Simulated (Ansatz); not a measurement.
# CN4O2: the cost of one run

Method: the levels named in each step, in Ansatz 0.2.0.

**1. The structure to begin with**

Bond lengths: N1–N2 1.098 Å, N3–N4 1.098 Å, O5–C6 1.144 Å, C6–O7 1.143 Å. Angles: O5–C6–O7 179.5°.

Coordinates:

```xyz
7

N     1.0960    0.2967   -2.4710
N     1.2565    0.5202   -1.4078
N    -1.0526    2.3838    0.2846
N    -1.0706    1.2858    0.2844
O     0.0647   -1.7706   -0.0292
C    -0.0744   -1.4250    1.0525
O    -0.2097   -1.0874    2.1366
```

**2. A rough first relaxation, PBE-D4/def2-SVP**

This run stands in another session on the same molecule. It ended at:

```xyz
7

N     1.3496    0.4388   -2.4270
N     1.3627    0.2557   -1.3307
N    -1.2644    2.4634    0.4313
N    -1.2887    1.3665    0.2530
O    -0.3348   -2.0420    0.0075
C    -0.0498   -1.4378    0.9730
O     0.2354   -0.8411    1.9431
```

**3. Relaxation, HF/STO-3G**

Input file input.yaml:

```yaml
crystal:
  periodic: [false, false, false]
  atoms:
    - { symbol: "N", position_ang: [1.34962712, 0.43877615, -2.42702668] }
    - { symbol: "N", position_ang: [1.36267571, 0.25565272, -1.33074167] }
    - { symbol: "N", position_ang: [-1.26435298, 2.46339722, 0.4313438] }
    - { symbol: "N", position_ang: [-1.28873111, 1.3665464, 0.25300251] }
    - { symbol: O, position_ang: [-0.33480239, -2.04200269, 0.0074967] }
    - { symbol: C, position_ang: [-0.04983331, -1.43777769, 0.97301649] }
    - { symbol: O, position_ang: [0.23543696, -0.8410621, 1.94306885] }
basis:
  gaussian: { orbitals: STO-3G }
hamiltonian:
  xc: hf
relax:
  f_tol: 0.002
  max_steps: 150
```

The run is started by

```bash
ansatz run input.yaml --threads 4 --pin off --max-ram 10240MiB --backend cpu --events-out ev --progress --plain --runs-dir out
```

What time and memory should one allow on 4 threads of Intel Xeon at 2.50GHz (Skylake/Cascade Lake), shared host?

About 64 s, with a peak of 0.1 GiB.
